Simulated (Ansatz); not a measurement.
Runs of Ansatz 0.2.0 on NaLaMnMoO6. The typed cell holds 10 atoms: a = 5.109 Å, b = 5.694 Å, c = 5.920 Å, α = 117.98°, β = 98.89°, γ = 92.48°. The cell was built by a generator and needn't be a form met in nature.

```tsv
task	level	U	k mesh	gap on the mesh (eV)	pressure (GPa)	moment (μB)	largest force (eV/Å)
single point	PBE+U	La f U = 3 eV, Mn d U = 3 eV, Mo d U = 3 eV	4 × 4 × 4	1.55	2.7	3.00	1.05
band structure	PBE	-	4 × 4 × 4	0.87	0.0	3.00	0.01
band structure	revPBE	-	4 × 4 × 4	0.88	2.5	3.00	0.14
projected density of states	PBE	-	6 × 6 × 5	0.87	0.0	3.00	0.01
single point	PBE+U	La f U = 6 eV, Mn d U = 6 eV, Mo d U = 6 eV	4 × 4 × 4	1.04	(b)	(a)	3.14
```

Alike in all rows: potentials or basis all-electron LAPW, scalar-relativistic; spin collinear, ferromagnetic start; cell as given; cutoff (eV) 461; smearing fermi-dirac 0.05 eV; basis error allowed 0.002 eV/atom.

Problem. Estimate the missing entries.

Solution. (a) 5.00; (b) 6.5.

Caveats: spin-orbit coupling is left out, which moves the levels of the heavy elements; a cell with one magnetic atom can't hold antiferromagnetic order, which such compounds often take; the magnetic state may not be the lowest (some runs); U is the effective U less J, on atomic orbitals that reach past the spheres (some runs); forces of over 1 eV/Å show positions far from the minimum, so gaps and moduli don't describe the material at rest (some runs).

A k mesh can miss the band edges, and the runs leave out spin-orbit coupling on La, Mo.

Not every run made on this cell is shown here.
